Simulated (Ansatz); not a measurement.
# CH₉N₃Ti: basis-set convergence

How large a basis does CH₉N₃Ti need? Two functionals are run in growing sets.

The runs use Ansatz 0.2.0, Gaussian basis; one geometry, several basis sets.

Levels to be run: PBE0-D4/def2-SVP; ωB97M-V/def2-SVP; PBE0-D4/def2-QZVPP; ωB97M-V/def2-QZVPP; the functionals' def2-TZVPP values are taken from earlier runs.

**1. The geometry**

All runs share one geometry, relaxed beforehand with PBE0-D4 in a triple-zeta def2 set.

SMILES `[CH3][Ti]([NH2])([NH2])[NH2]`, 14 atoms, charge 0, spin multiplicity 1.

Atoms are counted from 1 here; the program's logs count them from 0.

Bond lengths: C1–Ti2 2.087 Å, C1–H6 1.095 Å, C1–H7 1.095 Å, C1–H8 1.095 Å, Ti2–N3 1.886 Å, Ti2–N4 1.886 Å, Ti2–N5 1.885 Å, N3–H9 1.009 Å, N3–H10 1.012 Å, N4–H11 1.009 Å, N4–H12 1.012 Å, N5–H13 1.012 Å, N5–H14 1.009 Å. Angles: Ti2–C1–H6 110.6°, Ti2–C1–H7 110.6°, Ti2–C1–H8 110.6°, H6–C1–H7 108.4°, H6–C1–H8 108.4°, H7–C1–H8 108.4°, C1–Ti2–N3 108.0°, C1–Ti2–N4 108.0°, C1–Ti2–N5 108.0°, N3–Ti2–N4 110.9°, N3–Ti2–N5 110.9°, N4–Ti2–N5 110.9°, Ti2–N3–H9 127.2°, Ti2–N3–H10 122.8°, H9–N3–H10 109.9°, Ti2–N4–H11 127.2°, Ti2–N4–H12 122.8°, H11–N4–H12 109.9° and more.

Geometry (Å):

```xyz
14

C    -1.4531    1.1287   -0.0823
Ti    0.1920   -0.1524    0.0132
N     1.3385    0.4724    1.3735
N    -0.4404   -1.8840    0.4089
N     1.0553   -0.1179   -1.6627
H    -2.0704    0.8976   -0.9571
H    -2.0733    1.0258    0.8146
H    -1.1250    2.1711   -0.1573
H     1.6721   -0.0429    2.1749
H     1.6538    1.4324    1.4256
H    -0.2846   -2.7271   -0.1238
H    -1.0635   -2.0757    1.1827
H     0.5637   -0.2639   -2.5348
H     2.0221    0.1068   -1.8466
```

**2. PBE0-D4 in def2-SVP**

in.yaml reads:

```yaml
crystal:
  periodic: [false, false, false]
  atoms:
    - {symbol: C, position_ang: [-1.453078, 1.128708, -0.082336]}
    - {symbol: Ti, position_ang: [0.192043, -0.152368, 0.013241]}
    - {symbol: N, position_ang: [1.338511, 0.472394, 1.373545]}
    - {symbol: N, position_ang: [-0.440437, -1.883994, 0.408928]}
    - {symbol: N, position_ang: [1.055333, -0.117928, -1.662657]}
    - {symbol: H, position_ang: [-2.070433, 0.897605, -0.957114]}
    - {symbol: H, position_ang: [-2.073348, 1.025848, 0.814583]}
    - {symbol: H, position_ang: [-1.124987, 2.171072, -0.157262]}
    - {symbol: H, position_ang: [1.672139, -0.042855, 2.174871]}
    - {symbol: H, position_ang: [1.653819, 1.432391, 1.425617]}
    - {symbol: H, position_ang: [-0.284647, -2.727093, -0.123824]}
    - {symbol: H, position_ang: [-1.063531, -2.075659, 1.182717]}
    - {symbol: H, position_ang: [0.563653, -0.263947, -2.534810]}
    - {symbol: H, position_ang: [2.022062, 0.106825, -1.846599]}
basis:
  gaussian: {orbitals: def2-SVP}
hamiltonian: {xc: pbe0, dispersion: d4}
output: {orbitals: {seedname: orbitals}}
```

Command:

```sh
$ ansatz run in.yaml --threads 4 --pin off --events-out ev --progress --plain --max-ram 11315MiB
```

The runs that follow: ωB97M-V in def2-SVP; PBE0-D4 in def2-QZVPP; ωB97M-V in def2-QZVPP.

Before running them: what should the planned runs give, taken together? Wanted: PBE0-D4: double and triple zeta above quadruple; ωB97M-V: double and triple zeta above quadruple.

As calculated:

| quantity | value |
| --- | --- |
| PBE0-D4: double and triple zeta above quadruple | 10.74, 0.80 eV |
| ωB97M-V: double and triple zeta above quadruple | 10.98, 0.75 eV |

What this shows: For PBE0-D4 the step from double to triple zeta gains 9.94 eV and the next only 0.80 eV. Total energies overstate the basis error of differences, where much of it tends to cancel.
